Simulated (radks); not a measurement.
**Ionisation of Rh³⁺: one atom, several choices of functional**

One table from this session's results is given with a row withheld; the runs are named, their logs left out.

Program: radks (a radial shooting solver on a logarithmic mesh, Libxc functionals) version 1. Level of theory: scalar-relativistic Kohn-Sham, spin-polarised, spherical densities, finite nucleus; open shells are filled with parallel spins first. These are calculated values, not measurements, unless marked.

### The system

```
element       : rhodium (Z = 45)
charge        : +3
electrons     : 42
configuration : [Kr] 4d6
ion           : Rh⁴⁺, [Kr] 4d5
choices       : exchange-only LDA; exchange-only PBE; HCTH/407; BP86; exchange-only r2SCAN; revPBE; LDA (Slater exchange, Perdew-Zunger correlation)
```

Outer shells as boxes (Hund's rule):

Rh³⁺
```
[Kr] core
4d [↑↓][↑ ][↑ ][↑ ][↑ ]
```

Rh⁴⁺
```
[Kr] core
4d [↑ ][↑ ][↑ ][↑ ][↑ ]
```

Set-up of the first run:

The run's settings:

```text
Z 45
configuration [Kr] 4d6
relativity scalar-relativistic
functional lda,
spin polarised
nucleus finite rms 4.4945 fm
c 137.035999084
```

Among the steps run: exchange-only LDA: Rh³⁺; exchange-only LDA: Rh⁴⁺; exchange-only PBE: Rh³⁺; exchange-only PBE: Rh⁴⁺; HCTH/407: Rh³⁺; HCTH/407: Rh⁴⁺; BP86: Rh³⁺; BP86: Rh⁴⁺; exchange-only r2SCAN: Rh³⁺; exchange-only r2SCAN: Rh⁴⁺; revPBE: Rh³⁺; revPBE: Rh⁴⁺; LDA (Slater exchange, Perdew-Zunger correlation): Rh³⁺; LDA (Slater exchange, Perdew-Zunger correlation): Rh⁴⁺.

One of the session's tables, all rows but one given; the rest of the session is left out.

| functional | Δ-SCF (eV) | −ε(HOMO) (eV) | <r> HOMO (bohr) |
| --- | --- | --- | --- |
| exchange-only LDA | 42.927 | 36.002 | 1.385 |
| exchange-only PBE | 43.128 | 36.175 | 1.393 |
| HCTH/407 | 45.161 | 37.955 | 1.392 |
| BP86 | 44.757 | 37.717 | 1.376 |
| exchange-only r2SCAN | 42.054 | 35.359 | 1.382 |
| revPBE | 44.506 | 37.473 | 1.378 |
| LDA (Slater exchange, Perdew-Zunger correlation) | ? | ? | ? |

**Question.** Estimate the row for LDA (Slater exchange, Perdew-Zunger correlation).

**Answer.** Δ-SCF (eV): 45.129; −ε(HOMO) (eV): 38.062; <r> HOMO (bohr): 1.380. In the column «Δ-SCF (eV)» it lies between BP86 (44.757) and HCTH/407 (45.161).

Open shells are spherical and high-spin; term and fine-structure splittings are not resolved.
